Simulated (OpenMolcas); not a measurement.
# Ni³⁺ with 6 ligands (water): CASSCF and CASPT2 levels and susceptibility

Aim: the ligand-field states of Ni³⁺ in this surrounding, its lowest levels with spin-orbit coupling and its magnetic susceptibility.

Program: OpenMolcas 26.06. Level of theory: state-averaged CASSCF and CASPT2, spin-orbit coupling by RASSI with atomic mean-field integrals. These are calculated values, not measurements, unless marked.

### 1 Starting point

* Species: Ni³⁺ (nickel, Z = 28, 25 electrons)
* Basis: ANO-RCC-VTZP [6s5p3d2f1g], 203 functions with the ligands
* Scalar Hamiltonian: DKH2, point nucleus
* Inactive shells: 1s 2s 2p 3s 3p of the metal, and all ligand shells
* Active space: 7 electrons in 5 orbitals (3d)
* Some configurations of this space: 3d⁷
* Orbitals: optimised for each spin and parity, averaged over all roots

The outer shells:

3d7
```
3d [↑↓][↑↓][↑ ][↑ ][↑ ]
```

Ni³⁺ is taken with 6 ligands (water) in octahedron coordination (Th) at 1.96 Å. Ligand basis ANO-RCC-VDZP. The distances are assumed, not relaxed.

```xyz
19

Ni    0.0000    0.0000    0.0000
O     1.9600    0.0000    0.0000
H     2.5370    0.7797    0.0000
H     2.5370   -0.7797    0.0000
O     0.0000    1.9600    0.0000
H     0.0000    2.5370    0.7797
H     0.0000    2.5370   -0.7797
O    -1.9600    0.0000    0.0000
H    -2.5370    0.7797    0.0000
H    -2.5370   -0.7797    0.0000
O     0.0000   -1.9600    0.0000
H     0.0000   -2.5370    0.7797
H     0.0000   -2.5370   -0.7797
O     0.0000    0.0000    1.9600
H     0.7797    0.0000    2.5370
H    -0.7797    0.0000    2.5370
O     0.0000    0.0000   -1.9600
H     0.7797    0.0000   -2.5370
H    -0.7797    0.0000   -2.5370
```

Each step is its own input file, run in one work folder so that later steps find the files of earlier ones. Labels, J, g values, rates, χT and fits are worked out afterwards by a script from the matrices that RASSI stores.

### 2 Basis and integrals

a.inp

```
&GATEWAY
Coord
19

Ni 0.0 0.0 0.0
O 1.960000 0.000000 0.000000
H 2.536978 0.779741 0.000000
H 2.536978 -0.779741 0.000000
O 0.000000 1.960000 0.000000
H 0.000000 2.536978 0.779741
H 0.000000 2.536978 -0.779741
O -1.960000 0.000000 0.000000
H -2.536978 0.779741 0.000000
H -2.536978 -0.779741 0.000000
O 0.000000 -1.960000 0.000000
H 0.000000 -2.536978 0.779741
H 0.000000 -2.536978 -0.779741
O 0.000000 0.000000 1.960000
H 0.779741 0.000000 2.536978
H -0.779741 0.000000 2.536978
O 0.000000 0.000000 -1.960000
H 0.779741 0.000000 -2.536978
H -0.779741 0.000000 -2.536978
Basis=Ni.ANO-RCC-VTZP,H.ANO-RCC-VDZP,O.ANO-RCC-VDZP
Group=XYZ
NoMove
AngMom=0.0 0.0 0.0
AMFI
RICD
&SEWARD
```

Started as:

```sh
OMP_NUM_THREADS=1 MOLCAS_MEM=2457 MOLCAS_PROJECT=a pymolcas a.inp > a.log
```

### 3 Reference wave functions, quartets of even parity, 10 roots

a.inp

```
&RASSCF
FileOrb=start.orb
Symmetry=1
Spin=4
nActEl=7 0 0
Inactive=18 21
Ras2=5 0
CIRoot=10 10 1
SDav=10
CIMx=300
Iter=150 100
PrWF=0.3
OrbListing=Nothing
MaxOrb=0
LevShft=1.0
>>> COPY $Project.JobIph JOB001
```

start.orb holds start orbitals that the driver prepared beforehand, or those of the step before.

### 4 Reference wave functions, doublets of even parity, 40 roots

a.inp

```
&RASSCF
FileOrb=start.orb
Symmetry=1
Spin=2
nActEl=7 0 0
Inactive=18 21
Ras2=5 0
CIRoot=40 40 1
SDav=40
CIMx=300
Iter=150 100
PrWF=0.3
OrbListing=Nothing
MaxOrb=0
LevShft=1.0
>>> COPY $Project.JobIph JOB002
```

### 5 RASSI: spin-orbit coupling between the states

a.inp

```
&RASSI
NrOfJobIphs=2 10 40
1 2 3 4 5 6 7 8 9 10
1 2 3 4 5 6 7 8 9 10 11 12 13 14 15 16 17 18 19 20 21 22 23 24 25 26 27
28 29 30 31 32 33 34 35 36 37 38 39 40
IphNames
JOB001
JOB002
EJob
SpinOrbit
DIPRint=1.0
SOCoupling=1000.0
Subsets=2
Property=9
'ANGMOM' 1 'ANGMOM' 2 'ANGMOM' 3 'MLTPL  1' 1 'MLTPL  1' 2 'MLTPL  1' 3
'AMFI' 1 'AMFI' 2 'AMFI' 3
SOProperty=3
'ANGMOM' 1 'ANGMOM' 2 'ANGMOM' 3
```

### 6 CASPT2: IPEA 0.25, imaginary shift 0.1 (closed shells correlated: 3s 3p of the metal, with ligand shells; the Frozen line counts the rest)

a.inp

```
>>> COPY JOB001 $Project.JobIph
&CASPT2
Multistate=10 1 2 3 4 5 6 7 8 9 10
NoMult
Frozen=5 6
IPEA=0.25
Imaginary=0.1
MaxIter=60
WThr=0.0 0.3 0.05
PrWF=0.5
NoMix
>>> COPY JOB002 $Project.JobIph
&CASPT2
Multistate=40 1 2 3 4 5 6 7 8 9 10 11 12 13 14 15 16 17 18 19 20 21 22
23 24 25 26 27 28 29 30 31 32 33 34 35 36 37 38 39 40
NoMult
Frozen=5 6
IPEA=0.25
Imaginary=0.1
MaxIter=60
WThr=0.0 0.3 0.05
PrWF=0.5
NoMix
```

### 7 CASPT2: IPEA 0.25, imaginary shift 0.2 (closed shells correlated: 3s 3p of the metal, with ligand shells; the Frozen line counts the rest)

Edit a.inp of step 6 so:

```diff
@@ -6,3 +6,3 @@
 IPEA=0.25
-Imaginary=0.1
+Imaginary=0.2
 MaxIter=60
@@ -18,3 +18,3 @@
 IPEA=0.25
-Imaginary=0.1
+Imaginary=0.2
 MaxIter=60
```

(Steps that only read results are left out.)

What does the calculation give? Wanted: spin-free ground state; first state of the same spin within the active space; lowest level; next level.

As calculated:

| quantity | value |
| --- | --- |
| method | SS-CASPT2, IPEA 0.25, imaginary shift 0.1 (closed shells correlated: 3s 3p of the metal, with ligand shells; the Frozen line counts the rest) |
| spin-free ground state | 4T1, 3-fold in its orbital part |
| first state of the same spin within the active space | 4T2 at 11300 cm⁻¹ |
| lowest level | 2-fold Γ6, g = 4.38, 4.38, 4.38 |
| next level | 436.5 cm⁻¹ |
| χT at 300 K | 3.34 cm³ K/mol |
| effective moment at 300 K | 5.17 μB |

Cost by method:

```
                                              method  time of its own steps  time with the reference
                                           A. CASSCF                   56 s                     56 s
B. SS-CASPT2, IPEA 0.25, imaginary shift 0.1, +3s 3p                 18 min                   19 min
C. SS-CASPT2, IPEA 0.25, imaginary shift 0.2, +3s 3p                 11 min                   12 min
```

Times are of one thread on a shared host.

**Reading.** The spin-free ground state (4T1) is 3-fold and keeps the highest spin of the shell. χT at 300 K is 3.34, against 1.88 cm³ K/mol for the spin alone, so orbital moment adds to it. An active space of the d shell alone favours high spin; real ions in strong fields can be low spin. A ligand-field fit to the states below 45000 cm-1 gives 10Dq = 14427 cm-1, B = 848 cm-1 and C = 3038 cm-1 (C/B = 3.58), with a deviation of 1481 cm-1. CASPT2 does not keep the components of a term degenerate, and the means are used. Reference weights range from 0.61 to 0.71, which points to intruder states or a small active space for some roots. With metal d orbitals alone active, the gaps between spin states are rough; where two lie within a few thousand cm-1, their order is open. With one d shell, CASPT2 may overshoot the field of a late 3d ion.
